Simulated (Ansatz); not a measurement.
# Ca3Mg: the cost of one run

Program: Ansatz 0.2.0, driven from Python. Level of theory: DFT LDA, plane waves, PAW. These are calculated values, not measurements.

### Step 1. Starting point

It takes space group Pm-3m (No. 221, cubic). Conventional cell: a = 5.289 Å, b = 5.289 Å, c = 5.289 Å, α = 90.00°, β = 90.00°, γ = 90.00°. Ca (site symmetry 4/mmm) has 8 Ca at 3.74 Å and 4 Mg at 3.74 Å as nearest neighbours. Mg (site symmetry m-3m) is surrounded by 12 Ca at 3.74 Å.

The script holds or builds the structure itself.

### Step 2. The script

Contents of run_compress.py:

```python
"""Volume and enthalpy of Ca3Mg against pressure."""

import ansatz as az
import numpy as np
import pandas as pd

def edges_and_angles(cell):
    cell = np.asarray(cell)
    a, b, c = np.linalg.norm(cell, axis=1)
    cosines = cell[1] @ cell[2] / (b * c), cell[0] @ cell[2] / (a * c), cell[0] @ cell[1] / (a * b)
    return (a, b, c, *np.degrees(np.arccos(cosines)))


def main() -> None:
    ca3mg = (
        az.Lattice.cubic(5.288813)
        .space_group(221)
        .atom("Ca", [0.5, 0.5, 0.0])
        .atom("Mg", [0.0, 0.0, 0.0])
    )

    base = ca3mg.calculation()
    base = base.functional("LDA")
    base = base.kpoints(spacing=0.29)
    base = base.scf(tolerance=1e-09).occupations("fermi_dirac", width=0.1)
    base = base.basis(16 * az.Ha)

    # H = F + PV, with 1 GPa A^3 = 1/160.21766 eV
    rows = []
    for pressure in [0, 2, 4, 6, 8]:
        result = base.relax(cell=True, pressure=pressure).run(threads=1)
        cell = result.lattice.cell_ang
        n_atoms = len(result.lattice.sites)
        volume = abs(np.linalg.det(cell)) / n_atoms
        enthalpy = result.report["free_energy_ev"] / n_atoms + pressure * volume / 160.21766
        rows.append((pressure, volume, enthalpy, *edges_and_angles(cell)))
        print(f"{pressure} GPa done: {volume:.4f} A^3/atom")

    table = pd.DataFrame(rows, columns=["P_GPa", "V_A3_atom", "H_eV_atom", "a", "b", "c", "alpha", "beta", "gamma"])
    print(table.round(4).to_string(index=False))
    p, v = np.array([row[0] for row in rows], float), np.array([row[1] for row in rows])
    print("mean bulk modulus between rows (GPa):", np.round(-np.diff(p) / np.diff(np.log(v)), 1))


if __name__ == "__main__":
    main()
```

### Step 3. The input behind the calls

The package turns the script's settings into the engine's input (first run):

```yaml
crystal:
  lattice:
    bravais: cubic
    a: 5.288813
  space_group: 221
  atoms:
    - { symbol: Ca, position: [0.5, 0.5, 0.0] }
    - { symbol: Mg, position: [0.0, 0.0, 0.0] }
basis:
  ecutwfc: 435.382179935808
kpoints:
  mp_grid:
    kspacing: 0.29
hamiltonian:
  xc: lda
scf:
  convergence:
    dr2_threshold: 1.0e-09
  occupations:
    method: fermi_dirac
    width: 0.1
relax:
  cell:
    p_target: 0.0
```

### Step 4. Running it

Run with:

```console
$ python run_compress.py
```

Q: Estimate wall time and peak memory on 1 thread of Arm Neoverse V1, shared host.

About 66 s, with a peak of 0.46 GiB.
